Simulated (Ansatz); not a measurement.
# ZnW2Se4 (P3m1) in Ansatz: equation of state

Aim: energy against volume of ZnW2Se4 in PBE, for its equilibrium volume and stiffness.

All numbers are computed with Ansatz 0.2.0; they aren't measurements. Logs are shortened: lines on timing, memory, paths and dates and some standing lists are left out, and cuts for length are marked.

## (1) The crystal as given

Symmetry: P3m1, No. 156, trigonal system. The conventional cell has a = 3.311 Å, b = 3.311 Å, c = 17.958 Å, α = 90.00°, β = 90.00°, γ = 120.00°. W (site symmetry 3m) is surrounded by 6 Se at 2.55 Å. Around W (site symmetry 3m) lie 6 Se at 2.55 Å. Se (site symmetry 3m) is surrounded by 3 W at 2.55 Å. Around Se (site symmetry 3m) lie 3 W at 2.55 Å. Around Se (site symmetry 3m) lie 3 W at 2.55 Å. Se (site symmetry 3m) is surrounded by 3 W at 2.55 Å. Zn (site symmetry 3m) is surrounded by 4 Se at 3.21 to 3.55 Å and 6 Zn at 3.31 Å.

The cell comes from a database or a generator and needn't be the stable form of this composition.

## (2) Single point, PBE, 22.90 Å³/atom (volume scaled by 0.94)

Input file input.yaml:

```yaml
crystal:
  lattice:
    - [3.2436343919, 0.0, 0.0]
    - [-1.6218171959, 2.8090697839, 0.0]
    - [0.0, 0.0, 17.591412313]
  atoms:
    - { symbol: W, position: [0.3333333333, 0.6666666667, 0.240429] }
    - { symbol: W, position: [0.0, 0.0, 0.774257] }
    - { symbol: Se, position: [0.0, 0.0, 0.334664] }
    - { symbol: Se, position: [0.3333333333, 0.6666666667, 0.680016] }
    - { symbol: Se, position: [0.3333333333, 0.6666666667, 0.868209] }
    - { symbol: Se, position: [0.0, 0.0, 0.146272] }
    - { symbol: Zn, position: [0.0, 0.0, 0.513154] }
hamiltonian:
  xc: pbe
  pseudopotentials: { kind: paw }
kpoints:
  mp_grid: { grid: [9, 9, 2] }
scf:
  occupations: { method: fermi_dirac, width: 0.05 }
output:
  forces: true
  stress: true
  eigenvalues: true
  write_density: true
  write_potential: true
  elf: true
  volumetric_format: npy
```

Potentials or basis: Ansatz PAW.

Run with:

```console
> ansatz run input.yaml --threads 4 --pin off --max-ram 10240MiB --backend cpu --events-out ev --progress --plain --runs-dir out
```

What it wrote:

```text
Warning: RAYON_NUM_THREADS=4 ignored (pool sized by the plan → 4); use --threads N
Engine: ansatz 0.2.0, aarch64-unknown-linux-gnu
Pseudopotentials: kind: paw
Pseudopotential: W, paw, valence charge 14, recommended cutoff 420 eV (normal), W.paw.azcp
Pseudopotential: Se, paw, valence charge 16, recommended cutoff 420 eV (normal), Se.paw.azcp
Pseudopotential: Zn, paw, valence charge 12, recommended cutoff 420 eV (normal), Zn.paw.azcp
Functional definition: PBE
  parameter kappa = 0.804
  parameter beta = 0.06672455060314922
  exchange = pbe_x(kappa = kappa, mu = beta*pi^2/3)
  correlation = pbe_c(beta = beta)
Crystal: 7 atoms, lattice volume = 160.286 Å³
Basis set: ecut = 420 eV, 3179 PW (Γ), exchange–correlation on 48×48×240 points (8 copies of the dense FFT grid, shifted against one another)
Bands: 63, of which v1, the nominal top of the filled ones, is band 52 counted from 1 (51 counted from 0)
Symmetry: 6 space group operations
Space group: P3m1 (ITA 156), of the structure as read, at distance tolerance 5.4e-5 Å
k-points: 24 of 162 (time reversal used)
Non-local potential: W, projectors of the file, l = 0: 3, l = 1: 2, l = 2: 2, l = 3: 1
Non-local potential: Se, projectors of the file, l = 0: 2, l = 1: 2, l = 2: 3, l = 3: 1
Non-local potential: Zn, projectors of the file, l = 0: 2, l = 1: 2, l = 2: 3, l = 3: 1
PAW form: soft (Blöchl's): semilocal exchange-correlation on the pseudo side does not see the compensation charge
PAW one-centre angular grid: W, 590 points (default); XC on 64 Gauss nodes
PAW one-centre angular grid: Se, 590 points (default); XC on 64 Gauss nodes
PAW one-centre angular grid: Zn, 590 points (default); XC on 64 Gauss nodes
Initial density: superposition of atomic densities (neutral atoms: chi_scale 0, normalization atom), corrected by the library's trained network
Initial wavefunctions: pseudopotential atomic-orbital guess
Functional: x = pbe(κ = 0.804, μ = 0.2195149727645171), c = pbe(β = 0.06672455060314922)
SCF iter   1: F=—  HF=-45967.416493 eV  |F-HF|=—  |Δ(HF+E_count)|=         —  Δρ=4.71e-3  dr2=6.17e-2  ethr=1.77e-3  ⟨swp⟩=6.6  Hψ=5637  notcnv=0  defer=3
preconditioner: auto → LDOS  [insulator: Δε(μ)=0.195 eV  Ē_g=8.988 eV  σ=0.050 eV  W_gap=0.72  n_scr=56 (ndim 8)  ℏωp=20.3 eV  f_vac=0.147  D(μ)=0.36/eV (n_scr^D=2)  ε∞_Penn≈6.1  β→1.0]
SCF iter   2: F=—  HF=-45967.467440 eV  |F-HF|=—  |Δ(HF+E_count)|=   5.09e-2  Δρ=5.65e-3  dr2=4.19e-1  ethr=5.93e-5  ⟨swp⟩=3.0  Hψ=2874  notcnv=0  defer=66
SCF iter   3: F=—  HF=-45967.423463 eV  |F-HF|=—  |Δ(HF+E_count)|=   4.40e-2  Δρ=2.86e-3  dr2=7.81e-2  ethr=5.93e-5  ⟨swp⟩=3.0  Hψ=2578  notcnv=0  defer=66
SCF iter   4: F=—  HF=-45967.415522 eV  |F-HF|=—  |Δ(HF+E_count)|=   7.94e-3  Δρ=1.20e-3  dr2=1.56e-2  ethr=5.93e-5  ⟨swp⟩=2.0  Hψ=2053  notcnv=0  defer=55
SCF iter   5: F=—  HF=-45967.413480 eV  |F-HF|=—  |Δ(HF+E_count)|=   2.04e-3  Δρ=2.58e-4  dr2=2.74e-4  ethr=1.50e-5  ⟨swp⟩=2.0  Hψ=1717  notcnv=0  defer=55
SCF iter   6: F=—  HF=-45967.413442 eV  |F-HF|=—  |Δ(HF+E_count)|=   3.82e-5  Δρ=8.34e-5  dr2=4.12e-5  ethr=2.64e-7  ⟨swp⟩=2.0  Hψ=1993  notcnv=0  defer=55
SCF iter   7: F=—  HF=-45967.413350 eV  |F-HF|=—  |Δ(HF+E_count)|=   9.15e-5  Δρ=4.85e-5  dr2=1.97e-5  ethr=3.97e-8  ⟨swp⟩=2.0  Hψ=1975  notcnv=0  defer=55
SCF iter   8: F=—  HF=-45967.413349 eV  |F-HF|=—  |Δ(HF+E_count)|=   1.71e-6  Δρ=1.64e-5  dr2=5.02e-7  ethr=1.90e-8  ⟨swp⟩=2.0  Hψ=1654  notcnv=0  defer=55
SCF iter   9: F=—  HF=-45967.413349 eV  |F-HF|=—  |Δ(HF+E_count)|=   1.64e-7  Δρ=8.75e-6  dr2=3.22e-7  ethr=9.62e-11  ⟨swp⟩=16.5  Hψ=11821  notcnv=0
SCF iter  10: F=-45967.413349 eV  HF=-45967.413349 eV  |F-HF|=2.56e-8  |Δ(HF+E_count)|=   1.54e-8  Δρ=3.84e-6  dr2=5.06e-8  ethr=9.62e-11  ⟨swp⟩=8.0  Hψ=10428  notcnv=0
SCF 1 converged in 10 iterations: F = -45967.413349 eV  dr2 = 5.06e-8
SCF converged after 10 iterations
Free energy (F): -45967.413349 eV
Harris-Foulkes:  -45967.413349 eV  (|F-HF|=2.56e-8)
Internal energy: -45967.407846 eV  (E = F + TS)
E sigma→0 (E₀):  -45967.410597 eV
Entropy (-TS):   -0.005503 eV (-0.786 meV/atom)
Fermi energy:    11.193770 eV
--- Per-component energies (eV) ---
  E_band       = -1890.015592
  E_kinetic    = 1514.830718
  E_local      = -18334.161630  (includes V_loc(G=0)·N_el)
  E_nonlocal   = -1766.926667
  E_hartree    = 8696.538045
  E_xc         = -1091.106531
  E_vxc        = -926.322427  (∫ρ·V_xc dr)
  E_paw        = -26597.711383  (= ΣΔE_a)
  E_vpaw       = 229.486003  (= ΣTr[D̂ρ^β])
  E_aug_tail   = -0.002898  (compensation charges beyond the density's cutoff)
  E_ewald      = -8388.867499
  E_smearing   = -0.005503  (= −TS)
  E_closure    = 0.000000  (closes the sum)
  Σ components = -45967.413349   (vs F -45967.413349, Δ=0.00e0)
--- Forces (eV/Å), atoms counted from 1 ---
  atom   1  W     -0.00000000    -0.00000000    -0.01928170
  atom   2  W     -0.00000000     0.00000000     0.04867406
  atom   3  Se    -0.00000000     0.00000000     0.85857280
  atom   4  Se     0.00000000    -0.00000000    -0.95826623
  atom   5  Se    -0.00000000     0.00000000     1.00335325
  atom   6  Se     0.00000000    -0.00000000    -0.94880628
  atom   7  Zn    -0.00000000    -0.00000000     0.01582380
  max |Σ_I F_I| component: 6.97e-5 eV/Å
--- Stress (GPa, compression-positive) ---
        5.849192       0.000000      -0.000000
        0.000000       5.849192      -0.000000
       -0.000000      -0.000000       7.140219
  P = ⅓ Tr σ = 6.2795 GPa (62.795 kbar)
--- Band table (eV; the first three rows and the last of 24) ---
  k-point 0: bands = ["-64.1401", "-63.9872", "-37.9001", "-37.9001", "-37.8783", "-37.8783", "-37.8687", "-37.8313", "-37.8313", "-37.7955", "-37.7955", "-37.7805", "-37.7421", "-37.7421", "-37.7186", "-37.7186", "-37.7084", "-37.6878", "-37.6878", "-37.6520", "-37.6520", "-37.6369", "-28.4819", "-28.3251", "-28.3041", "-28.3041", "-28.1545", "-28.1545", "-5.3940", "-5.2512", "-4.0383", "-3.8918", "3.0943", "3.2868", "4.2024", "4.3928", "4.3928", "4.5083", "4.5083", "5.5427", "7.2394", "7.2790", "7.2790", "7.4191", "7.4191", "7.9888", "8.4851", "8.4851", "8.6292", "8.6292", "9.2629", "9.6672", "12.8287", "12.8287", "12.9808", "12.9808", "13.0467", "13.0467", "13.2000", "13.2000", "13.5718", "14.5690", "15.5081"]
  k-point 1: bands = ["-64.1401", "-63.9872", "-37.9001", "-37.9001", "-37.8783", "-37.8783", "-37.8687", "-37.8313", "-37.8313", "-37.7955", "-37.7955", "-37.7805", "-37.7421", "-37.7421", "-37.7186", "-37.7186", "-37.7084", "-37.6878", "-37.6878", "-37.6520", "-37.6520", "-37.6369", "-28.4819", "-28.3251", "-28.3041", "-28.3041", "-28.1545", "-28.1545", "-5.3940", "-5.2512", "-4.0381", "-3.8919", "3.1174", "3.2581", "4.2023", "4.3928", "4.3928", "4.5083", "4.5083", "5.5783", "7.0867", "7.2790", "7.2790", "7.4191", "7.4191", "8.2285", "8.4851", "8.4851", "8.6292", "8.6292", "9.0749", "9.7359", "12.8287", "12.8287", "12.9808", "12.9808", "13.0468", "13.0468", "13.2000", "13.2000", "13.5037", "14.8776", "15.2067"]
  k-point 2: bands = ["-64.1386", "-63.9856", "-37.9001", "-37.8995", "-37.8786", "-37.8784", "-37.8684", "-37.8313", "-37.8306", "-37.7957", "-37.7956", "-37.7802", "-37.7421", "-37.7415", "-37.7189", "-37.7187", "-37.7081", "-37.6879", "-37.6872", "-37.6522", "-37.6521", "-37.6366", "-28.4749", "-28.3372", "-28.3180", "-28.3117", "-28.1877", "-28.1621", "-5.1966", "-5.0534", "-3.9408", "-3.7940", "3.3352", "3.5298", "4.2434", "4.3833", "4.4203", "4.4864", "4.5039", "5.6728", "6.7273", "6.8674", "6.9230", "7.4711", "7.5503", "7.6114", "8.1661", "8.3098", "8.4659", "8.6883", "9.2411", "9.5784", "12.1748", "12.4030", "12.5586", "12.6482", "12.7901", "12.9412", "13.1620", "13.3150", "14.1781", "15.1972", "16.3332"]
  k-point 23: bands = ["-64.1256", "-63.9726", "-37.8977", "-37.8968", "-37.8801", "-37.8794", "-37.8658", "-37.8286", "-37.8278", "-37.7974", "-37.7968", "-37.7777", "-37.7397", "-37.7388", "-37.7205", "-37.7198", "-37.7055", "-37.6852", "-37.6844", "-37.6540", "-37.6533", "-37.6341", "-28.5135", "-28.4806", "-28.4144", "-28.3642", "-28.3311", "-28.2573", "-2.9190", "-2.8043", "-2.7585", "-2.6639", "4.0273", "4.1555", "4.2052", "4.2860", "4.3778", "4.3965", "4.4454", "4.4487", "4.4851", "5.1302", "5.2727", "5.8002", "5.9756", "6.2603", "6.3700", "7.1601", "7.3600", "9.6784", "9.8167", "11.1689", "11.4498", "11.5983", "12.1355", "12.5473", "12.7315", "13.3966", "13.5170", "13.7955", "14.8193", "15.2318", "15.6715"]
```

It took 11 s on 4 threads of Arm Neoverse V1, shared host; peak memory 0.63 GiB.

What came out:

| Property | Result |
| --- | --- |
| Free energy | -45967.4133 eV |
| Pressure | 6.3 GPa |
| Largest force | 1.003 eV/Å |
| Band gap on the k mesh | 0.16 eV, indirect (least direct gap 0.28 eV) |

Caveat: odd divisions of the mesh miss points on the zone boundary, where band edges often lie, so the gap on the mesh can be too wide; spin-orbit coupling is left out, which moves the levels of the heavy elements; forces of over 1 eV/Å show positions far from the minimum, so gaps and moduli don't describe the material at rest.

## (3) Single point, PBE, 23.39 Å³/atom (volume scaled by 0.96)

input.yaml: that of step 2 with these lines changed.

```diff
@@ -2,5 +2,5 @@
   lattice:
-    - [3.2436343919, 0.0, 0.0]
-    - [-1.6218171959, 2.8090697839, 0.0]
-    - [0.0, 0.0, 17.591412313]
+    - [3.2664776402, 0.0, 0.0]
+    - [-1.6332388201, 2.8288526173, 0.0]
+    - [0.0, 0.0, 17.71529958]
   atoms:
@@ -24,5 +24 @@
   eigenvalues: true
-  write_density: true
-  write_potential: true
-  elf: true
-  volumetric_format: npy
```

Potentials or basis: Ansatz PAW.

Run with:

```console
> ansatz run input.yaml --threads 4 --pin off --max-ram 10240MiB --backend cpu --events-out ev --progress --plain --runs-dir out
```

Run time: 7.6 s. Hardware: 4 threads of Arm Neoverse V1, shared host; peak memory 0.62 GiB.

It converged, with:

```
Free energy            : -45967.5201 eV
Pressure               : 3.8 GPa
Largest force          : 0.605 eV/Å
Band gap on the k mesh : 0.21 eV, indirect (least direct gap 0.30 eV)
```

Caveat: odd divisions of the mesh miss points on the zone boundary, where band edges often lie, so the gap on the mesh can be too wide; spin-orbit coupling is left out, which moves the levels of the heavy elements.

## (4) Single point, PBE, 23.87 Å³/atom (volume scaled by 0.98)

input.yaml: that of step 3 with these lines changed.

```diff
@@ -2,5 +2,5 @@
   lattice:
-    - [3.2664776402, 0.0, 0.0]
-    - [-1.6332388201, 2.8288526173, 0.0]
-    - [0.0, 0.0, 17.71529958]
+    - [3.2890057841, 0.0, 0.0]
+    - [-1.644502892, 2.8483625622, 0.0]
+    - [0.0, 0.0, 17.8374779207]
   atoms:
@@ -24 +24,5 @@
   eigenvalues: true
+  write_density: true
+  write_potential: true
+  elf: true
+  volumetric_format: npy
```

Run with:

```console
> ansatz run input.yaml --threads 4 --pin off --max-ram 10240MiB --backend cpu --events-out ev --progress --plain --runs-dir out
```

It took 9.5 s on 4 threads of Arm Neoverse V1, shared host; peak memory 0.64 GiB.

Results (log left out):

- Free energy: -45967.5769 eV
- Pressure: 1.6 GPa
- Largest force: 0.238 eV/Å
- Band gap on the k mesh: 0.25 eV, indirect (least direct gap 0.32 eV)

Caveat: odd divisions of the mesh miss points on the zone boundary, where band edges often lie, so the gap on the mesh can be too wide; spin-orbit coupling is left out, which moves the levels of the heavy elements.

## (5) Single point, PBE, 24.36 Å³/atom

input.yaml: that of step 4 with these lines changed.

```diff
@@ -2,5 +2,5 @@
   lattice:
-    - [3.2890057841, 0.0, 0.0]
-    - [-1.644502892, 2.8483625622, 0.0]
-    - [0.0, 0.0, 17.8374779207]
+    - [3.3112294703, 0.0, 0.0]
+    - [-1.6556147351, 2.867608839, 0.0]
+    - [0.0, 0.0, 17.9580050763]
   atoms:
@@ -24,5 +24 @@
   eigenvalues: true
-  write_density: true
-  write_potential: true
-  elf: true
-  volumetric_format: npy
```

Run with:

```console
> ansatz run input.yaml --threads 4 --pin off --max-ram 10240MiB --backend cpu --events-out ev --progress --plain --runs-dir out
```

Wall time 7.1 s (4 threads of Arm Neoverse V1, shared host); peak memory 0.63 GiB.

Results (log left out):

| Property | Result |
| --- | --- |
| Free energy | -45967.5885 eV |
| Pressure | -0.4 GPa |
| Largest force | 0.190 eV/Å |
| Band gap on the k mesh | 0.29 eV, indirect (least direct gap 0.34 eV) |

Caveat: odd divisions of the mesh miss points on the zone boundary, where band edges often lie, so the gap on the mesh can be too wide; spin-orbit coupling is left out, which moves the levels of the heavy elements.

## (6) Single point, PBE, 24.85 Å³/atom (volume scaled by 1.02)

input.yaml: that of step 5 with these lines changed.

```diff
@@ -2,5 +2,5 @@
   lattice:
-    - [3.3112294703, 0.0, 0.0]
-    - [-1.6556147351, 2.867608839, 0.0]
-    - [0.0, 0.0, 17.9580050763]
+    - [3.3331587814, 0.0, 0.0]
+    - [-1.6665793906, 2.8866001795, 0.0]
+    - [0.0, 0.0, 18.0769357282]
   atoms:
```

Potentials or basis: Ansatz PAW.

Run with:

```console
> ansatz run input.yaml --threads 4 --pin off --max-ram 10240MiB --backend cpu --events-out ev --progress --plain --runs-dir out
```

It took 7.2 s on 4 threads of Arm Neoverse V1, shared host; peak memory 0.63 GiB.

Results (log left out):

```yaml
Free_energy: -45967.5598 eV
Pressure: -2.2 GPa
Largest_force: 0.486 eV/Å
Band_gap_on_the_k_mesh: 0.32 eV, indirect (least direct gap 0.36 eV)
```

Caveat: odd divisions of the mesh miss points on the zone boundary, where band edges often lie, so the gap on the mesh can be too wide; spin-orbit coupling is left out, which moves the levels of the heavy elements.

## (7) Single point, PBE, 25.33 Å³/atom (volume scaled by 1.04)

input.yaml: that of step 6 with these lines changed.

```diff
@@ -2,5 +2,5 @@
   lattice:
-    - [3.3331587814, 0.0, 0.0]
-    - [-1.6665793906, 2.8866001795, 0.0]
-    - [0.0, 0.0, 18.0769357282]
+    - [3.354803276, 0.0, 0.0]
+    - [-1.677401638, 2.9053448617, 0.0]
+    - [0.0, 0.0, 18.1943217169]
   atoms:
```

Run with:

```console
> ansatz run input.yaml --threads 4 --pin off --max-ram 10240MiB --backend cpu --events-out ev --progress --plain --runs-dir out
```

Wall time 7.4 s (4 threads of Arm Neoverse V1, shared host); peak memory 0.64 GiB.

It converged, with:

* Free energy: -45967.4948 eV
* Pressure: -3.8 GPa
* Largest force: 0.759 eV/Å
* Band gap on the k mesh: 0.36 eV, indirect (least direct gap 0.38 eV)

Caveat: odd divisions of the mesh miss points on the zone boundary, where band edges often lie, so the gap on the mesh can be too wide; spin-orbit coupling is left out, which moves the levels of the heavy elements.

## (8) Single point, PBE, 25.82 Å³/atom (volume scaled by 1.06)

input.yaml: that of step 7 with these lines changed.

```diff
@@ -2,5 +2,5 @@
   lattice:
-    - [3.354803276, 0.0, 0.0]
-    - [-1.677401638, 2.9053448617, 0.0]
-    - [0.0, 0.0, 18.1943217169]
+    - [3.3761720259, 0.0, 0.0]
+    - [-1.6880860129, 2.9238507419, 0.0]
+    - [0.0, 0.0, 18.3102122409]
   atoms:
```

Run with:

```console
> ansatz run input.yaml --threads 4 --pin off --max-ram 10240MiB --backend cpu --events-out ev --progress --plain --runs-dir out
```

It took 7.3 s on 4 threads of Arm Neoverse V1, shared host; peak memory 0.65 GiB.

It converged, with:

```yaml
Free_energy: -45967.3974 eV
Pressure: -5.3 GPa
Largest_force: 1.012 eV/Å
Band_gap_on_the_k_mesh: 0.39 eV, direct
```

Caveat: odd divisions of the mesh miss points on the zone boundary, where band edges often lie, so the gap on the mesh can be too wide; spin-orbit coupling is left out, which moves the levels of the heavy elements; forces of over 1 eV/Å show positions far from the minimum, so gaps and moduli don't describe the material at rest.

## (9) Equation of state, PBE

Potentials or basis: Ansatz PAW.

This step only gathers the single runs of the series.

What came out:

| Item | Value |
| --- | --- |
| Equilibrium volume | 24.25 Å³/atom |
| Bulk modulus at fixed shape and positions | 97 GPa |
| Pressure derivative of the bulk modulus | 4.4 |

Energy against volume, from the lowest point:
```
volume (Å³/atom)  energy (meV/atom)
          22.898              25.02
          23.385               9.76
          23.872               1.66
          24.360               0.00
          24.847               4.10
          25.334              13.38
          25.821              27.29
```

Caveat: the cell was scaled at fixed shape and fractional positions, which overstates the stiffness of a crystal with free parameters, most of all of layers and chains.
